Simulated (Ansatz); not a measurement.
# Al: the cost of one run

Method: DFT LDA, scalar-relativistic, in Ansatz 0.2.0.

## 1. The system as given

It takes space group Fm-3m (No. 225, cubic). Conventional cell: a = 4.048 Å, b = 4.048 Å, c = 4.048 Å, α = 90.00°, β = 90.00°, γ = 90.00°. Al (site symmetry m-3m) is surrounded by 12 Al at 2.86 Å.

Structure file:

```xyz
1
Lattice="0.0000 2.0240 2.0240 2.0240 0.0000 2.0240 2.0240 2.0240 0.0000" Properties=species:S:1:pos:R:3 pbc="T T T"
Al    0.0000    0.0000    0.0000
```

## 2. The deformed structure

Space group Fm-3m before, R-3m after.

## 3. All-electron LAPW

input.yaml reads:

```yaml
crystal:
  lattice:
    - [-0.0404796, 2.0037402, 2.0037402]
    - [2.0037402, -0.0404796, 2.0037402]
    - [2.0037402, 2.0037402, -0.0404796]
  atoms:
    - { symbol: Al, position: [0.0, 0.0, 0.0] }
kpoints:
  mp_grid: { grid: [17, 17, 17] }
  band_path:
    path:
      - [0.0, 0.0, 0.0]
      - [0.5, 0.5, 0.5]
      - [0.2551801333, 0.5, 0.7448198667]
      - [-0.2551801333, 0.2551801333, 0.5]
      - [0.0, 0.0, 0.5]
      - [0.0, 0.0, 0.0]
      - [-0.3775900666, 0.0, 0.3775900666]
      - [0.0, 0.3775900666, 0.6224099334]
      - [0.0, 0.5, 0.5]
    npoints: 5
scf:
  occupations: { method: fermi_dirac, width: 0.03 }
hamiltonian:
  xc: lda
  pseudopotentials: { kind: all_electron, lapw: { basis_error: 0.0005 } }
output:
  forces: true
  stress: true
  eigenvalues: true
```

Command:

```console
$ ansatz run input.yaml --threads 1 --pin off --max-ram 3072MiB --backend cpu --events-out ev --progress --plain --runs-dir out
```

**Question.** How long does this run take on 1 thread of Intel Xeon Platinum 8488C (Sapphire Rapids), shared host, and how much memory does it need?

About 10 s, with a peak of 0.36 GiB.
